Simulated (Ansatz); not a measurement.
**B₂H₄OSi: how energies converge with the basis set**

One table from this session's results is given with a row withheld; the runs are named, their logs left out.

Method: one geometry, several basis sets; program: Ansatz 0.2.0, Gaussian basis.

The runs, in order: PBE0-D4/def2-SVP; ωB97M-V/def2-SVP; PBE0-D4/def2-QZVPP; ωB97M-V/def2-QZVPP; the functionals' def2-TZVPP values are taken from earlier runs.

1 further run of the same task is left out (it didn't finish).

## Structure used throughout

An earlier PBE0-D4 in a triple-zeta def2 set relaxation fixed the geometry.

SMILES `B[SiH]1BO1`, 8 atoms, charge 0, spin multiplicity 1.

Atoms are counted from 1 here; the program's logs count them from 0.

Bond lengths: B1–Si2 1.952 Å, B1–H5 1.195 Å, B1–H6 1.194 Å, Si2–B3 1.935 Å, Si2–O4 1.774 Å, Si2–H7 1.482 Å, B3–O4 1.324 Å, B3–H8 1.189 Å. Angles: Si2–B1–H5 120.6°, Si2–B1–H6 120.0°, H5–B1–H6 119.1°, B1–Si2–B3 119.5°, B1–Si2–O4 116.0°, B1–Si2–H7 122.2°, B3–Si2–O4 41.5°, B3–Si2–H7 118.2°, O4–Si2–H7 109.2°, Si2–B3–O4 62.7°, Si2–B3–H8 163.5°, O4–B3–H8 133.8°, Si2–O4–B3 75.8°.

The first run:

in.yaml

```yaml
crystal:
  periodic: [false, false, false]
  atoms:
    - {symbol: B, position_ang: [-0.599527, 1.496064, -0.367359]}
    - {symbol: Si, position_ang: [0.642577, -0.001443, -0.211902]}
    - {symbol: B, position_ang: [-0.014248, -1.728521, 0.363440]}
    - {symbol: O, position_ang: [0.533613, -0.950159, 1.283040]}
    - {symbol: H, position_ang: [-0.594453, 2.191250, -1.339412]}
    - {symbol: H, position_ang: [-1.455002, 1.649852, 0.451976]}
    - {symbol: H, position_ang: [2.063897, 0.106090, -0.619259]}
    - {symbol: H, position_ang: [-0.484654, -2.820332, 0.383677]}
basis:
  gaussian: {orbitals: def2-SVP}
hamiltonian: {xc: pbe0, dispersion: d4}
output: {orbitals: {seedname: orbitals}}
```

Launch:

```sh
> ansatz run in.yaml --threads 2 --pin off --events-out ev --progress --plain --max-ram 4352MiB
```

Steps of the session up to this table: PBE0-D4 in def2-SVP; ωB97M-V in def2-SVP; PBE0-D4 in def2-QZVPP; ωB97M-V in def2-QZVPP.

One of the session's tables, all rows but one given; the rest of the session is left out.

It belongs to the step «Density functionals: the series». 

| functional | basis | HOMO (eV) | LUMO (eV) |
| --- | --- | --- | --- |
| PBE0-D4 | def2-SVP | ? | ? |
| PBE0-D4 | def2-TZVPP | -6.93 | -2.66 |
| PBE0-D4 | def2-QZVPP | -6.94 | -2.67 |
| ωB97M-V | def2-SVP | -8.88 | -0.59 |
| ωB97M-V | def2-TZVPP | -8.92 | -0.75 |
| ωB97M-V | def2-QZVPP | -8.92 | -0.79 |

**Question.** Estimate the row for PBE0-D4, def2-SVP.

The run gave: HOMO (eV): -6.93; LUMO (eV): -2.58.
